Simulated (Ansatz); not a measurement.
Working through a rigid scan of one bond angle of AlH5O2Si, SMILES [OH][AlH][O][SiH3]

Computed with the Ansatz DFT code, driven from Python.

The cells in order, each with its output:

**Cell 1**
```python
import ansatz as az
from ase import Atoms
```

**Cell 2**
```python
atoms = Atoms(["O", "Al", "O", "Si", "H", "H", "H", "H", "H"], positions=[
    [-1.9199, 1.5004, -0.3582],
    [-0.1567, 1.3953, -0.154],
    [0.4948, 0.3414, 1.1718],
    [0.7582, -1.2169, 0.4946],
    [-2.2018, 0.7971, -1.0008],
    [0.8357, 2.1747, -1.1507],
    [1.6431, -1.1957, -0.637],
    [-0.5915, -1.7157, 0.0609],
    [1.2266, -2.1269, 1.5562],
])
```

**Cell 3**
```python
# start the scan from a relaxed geometry
first = (
    az.Crystal.molecule_from_ase(atoms).calculation()
    .basis(gaussian="def2-SVP")
    .functional("cam_b3lyp")
    .relax(force_tolerance=0.02, max_steps=80)
)
atoms.positions = first.run().report["positions_ang"]
```

**Cell 4**
```python
rows = []
for angle in [85, 95, 105, 115, 125, 140, 160]:
    bent = atoms.copy()
    bent.set_angle(3, 2, 1, angle, indices=[0, 1, 4, 5])
    job = az.Crystal.molecule_from_ase(bent).calculation().basis(gaussian="def2-SVP").functional("cam_b3lyp")
    rows.append((angle, job.run().report["free_energy_ev"]))
floor = min(e for _, e in rows)
for angle, e in rows:
    print(f"angle Si3-O2-Al1 = {angle:3d} deg   {1000 * (e - floor):9.1f} meV")
```
Output:
```text
angle Si3-O2-Al1 =  85 deg      2116.5 meV
angle Si3-O2-Al1 =  95 deg      1091.6 meV
angle Si3-O2-Al1 = 105 deg       582.0 meV
angle Si3-O2-Al1 = 115 deg       315.5 meV
angle Si3-O2-Al1 = 125 deg       168.9 meV
angle Si3-O2-Al1 = 140 deg        57.8 meV
angle Si3-O2-Al1 = 160 deg         0.0 meV
```

The scan is rigid, and the energies are electronic, in a modest basis. The zero is the lowest point of the grid, which needn't be the minimum. Wall time of the script: 87 s on 1 thread of Arm Neoverse V2, on a shared host, peak memory 0.28 GiB.
